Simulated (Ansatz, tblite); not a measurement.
**Sn(vinyl)3(NMe2) (C₈H₁₅NSn): rung by rung**

One table from this session's results is given with a row withheld; the runs are named, their logs left out.

The runs use Ansatz 0.2.0, Gaussian basis; as each input shows.

Plan: GFN1-xTB, GFN2-xTB, PBE-D4/def2-TZVP, r2SCAN-D4/def2-TZVP, CAM-B3LYP-D4/def2-TZVP, HSE06-D4/def2-TZVP, ωB97X-V/def2-TZVP, PBE-D4/def2-SVP, PBE0-D4/def2-SVP, CCSD(T)/def2-TZVP, RPA/def2-TZVP.

5 further runs of the same task are left out: 5 set aside as unsound or not needed.

### The geometry

The geometry is that of the singlet, from an earlier relaxation (PBE-D4/def2-SVP).

25 atoms, charge 0, spin multiplicity 1.

Bond lengths: Sn1–C2 2.168 Å, Sn1–C7 2.153 Å, Sn1–C12 2.154 Å, Sn1–N17 2.077 Å, C2–C3 1.346 Å, C2–H4 1.106 Å, C3–H5 1.105 Å, C3–H6 1.106 Å, C7–C8 1.346 Å, C7–H9 1.105 Å, C8–H10 1.105 Å, C8–H11 1.106 Å, C12–C13 1.347 Å, C12–H14 1.106 Å, C13–H15 1.105 Å, C13–H16 1.106 Å, N17–C18 1.447 Å, N17–C19 1.447 Å and more. Angles: C2–Sn1–C7 109.1°, C2–Sn1–C12 109.1°, C2–Sn1–N17 114.1°, C7–Sn1–C12 111.5°, C7–Sn1–N17 105.5°, C12–Sn1–N17 107.5°, Sn1–C2–C3 121.9°, Sn1–C2–H4 118.9°, C3–C2–H4 119.2°, C2–C3–H5 122.1°, C2–C3–H6 122.2°, H5–C3–H6 115.7°, Sn1–C7–C8 122.1°, Sn1–C7–H9 118.4°, C8–C7–H9 119.5°, C7–C8–H10 122.0°, C7–C8–H11 122.1°, H10–C8–H11 115.8° and more.

Coordinates:

```xyz
25

Sn    0.08655    0.19983   -0.00090
C     0.01948    0.12089    2.16431
C    -0.46234    1.14149    2.89845
H     0.39116   -0.78490    2.67782
H    -0.84562    2.06821    2.43415
H    -0.49955    1.10695    4.00344
C     2.13639    0.37196   -0.63667
C     3.11687    0.74906    0.20510
H     2.37821    0.15769   -1.69378
H     2.92191    0.97212    1.26965
H     4.16711    0.85308   -0.12475
C    -1.09362    1.86815   -0.68303
C    -0.52132    2.97700   -1.18900
H    -2.19542    1.82219   -0.59907
H     0.57452    3.07942   -1.29208
H    -1.11977    3.84272   -1.52797
N    -0.64257   -1.50587   -0.93430
C    -2.07351   -1.71854   -0.97286
C     0.11476   -2.72853   -0.77065
H    -2.34397   -2.39671   -1.81863
H    -2.61184   -0.76290   -1.14454
H    -2.50175   -2.18537   -0.04545
H     1.20597   -2.52068   -0.77514
H    -0.11422   -3.29615    0.17151
H    -0.08740   -3.43116   -1.61561
```

Sn takes a core potential in the def2 sets. No spin-orbit coupling is included.

PBE0-D4/def2-TZVP was run before; its log isn't repeated, and its numbers join the tables.

Set-up of the first run:

Tight binding, by tblite at 300 K electronic temperature and without a spin-polarisation term:

```python
tblite.interface.Calculator('GFN1-xTB', numbers, positions, charge=0, uhf=0).singlepoint()
```

Tight binding, by tblite at 300 K electronic temperature and without a spin-polarisation term:

```python
tblite.interface.Calculator('GFN2-xTB', numbers, positions, charge=0, uhf=0).singlepoint()
```

start.molden holds the orbitals of an earlier run on this state, given as this run's starting guess.

in.yaml

```yaml
crystal:
  periodic: [false, false, false]
  atoms:
    - {symbol: Sn, position_ang: [0.086552, 0.199833, -0.000905]}
    - {symbol: C, position_ang: [0.019476, 0.120889, 2.164312]}
    - {symbol: C, position_ang: [-0.462339, 1.141492, 2.898454]}
    - {symbol: H, position_ang: [0.391156, -0.784898, 2.677816]}
    - {symbol: H, position_ang: [-0.845622, 2.068208, 2.434145]}
    - {symbol: H, position_ang: [-0.499551, 1.106951, 4.003444]}
    - {symbol: C, position_ang: [2.136392, 0.371958, -0.636673]}
    - {symbol: C, position_ang: [3.116865, 0.749064, 0.205103]}
    - {symbol: H, position_ang: [2.378208, 0.157686, -1.693784]}
    - {symbol: H, position_ang: [2.921909, 0.972119, 1.269654]}
    - {symbol: H, position_ang: [4.167113, 0.853081, -0.124751]}
    - {symbol: C, position_ang: [-1.093621, 1.868148, -0.683027]}
    - {symbol: C, position_ang: [-0.521317, 2.977000, -1.188995]}
    - {symbol: H, position_ang: [-2.195420, 1.822188, -0.599069]}
    - {symbol: H, position_ang: [0.574518, 3.079421, -1.292085]}
    - {symbol: H, position_ang: [-1.119769, 3.842724, -1.527969]}
    - {symbol: N, position_ang: [-0.642568, -1.505874, -0.934298]}
    - {symbol: C, position_ang: [-2.073512, -1.718536, -0.972864]}
    - {symbol: C, position_ang: [0.114759, -2.728535, -0.770654]}
    - {symbol: H, position_ang: [-2.343975, -2.396707, -1.818626]}
    - {symbol: H, position_ang: [-2.611837, -0.762899, -1.144538]}
    - {symbol: H, position_ang: [-2.501749, -2.185368, -0.045450]}
    - {symbol: H, position_ang: [1.205966, -2.520675, -0.775142]}
    - {symbol: H, position_ang: [-0.114225, -3.296154, 0.171514]}
    - {symbol: H, position_ang: [-0.087398, -3.431157, -1.615613]}
basis:
  gaussian: {orbitals: def2-TZVP, fitting: {mean_field: def2-universal-jkfit}, initial_orbitals: start.molden}
hamiltonian: {xc: pbe, dispersion: d4}
scf: {omitted_lower_state_checks: [starts]}
output: {orbitals: {seedname: orbitals}}
```

Command:

```sh
$ ansatz run in.yaml --threads 2 --pin off --events-out ev --progress --plain --max-ram 22528MiB --backend cuda --devices 0, --max-vram 18GiB
```

Steps of the session up to this table: PBE-D4/def2-TZVP; r2SCAN-D4/def2-TZVP; CAM-B3LYP-D4/def2-TZVP; HSE06-D4/def2-TZVP; ωB97X-V/def2-TZVP; PBE-D4/def2-SVP; PBE0-D4/def2-SVP; CCSD(T)/def2-TZVP; RPA/def2-TZVP.

One table of the session follows, with a row left open; its other results are not shown here.

It belongs to the step «Binding energy». 

| method | binding an atom (eV) |
| --- | --- |
| HF/def2-TZVP | 2.958 |
| PBE-D4/def2-SVP | 4.199 |
| PBE-D4/def2-TZVP | 4.171 |
| r2SCAN-D4/def2-TZVP | 4.071 |
| PBE0-D4/def2-SVP | 4.128 |
| PBE0-D4/def2-TZVP | 4.096 |
| HSE06-D4/def2-TZVP | 4.099 |
| CAM-B3LYP-D4/def2-TZVP | ? |
| ωB97X-V/def2-TZVP | 4.075 |
| MP2/def2-TZVP | 3.982 |
| CCSD/def2-TZVP | 3.873 |
| CCSD(T)/def2-TZVP | 3.939 |

Estimate the missing values for CAM-B3LYP-D4/def2-TZVP.

**Answer.** binding an atom (eV): 4.083. In the column «binding an atom (eV)» it lies between ωB97X-V/def2-TZVP (4.075) and PBE0-D4/def2-TZVP (4.096).

Limits of these values: Free atoms were run apart at each level; binding is atoms less cluster, divided by the number of atoms, without zero-point or spin-orbit terms.
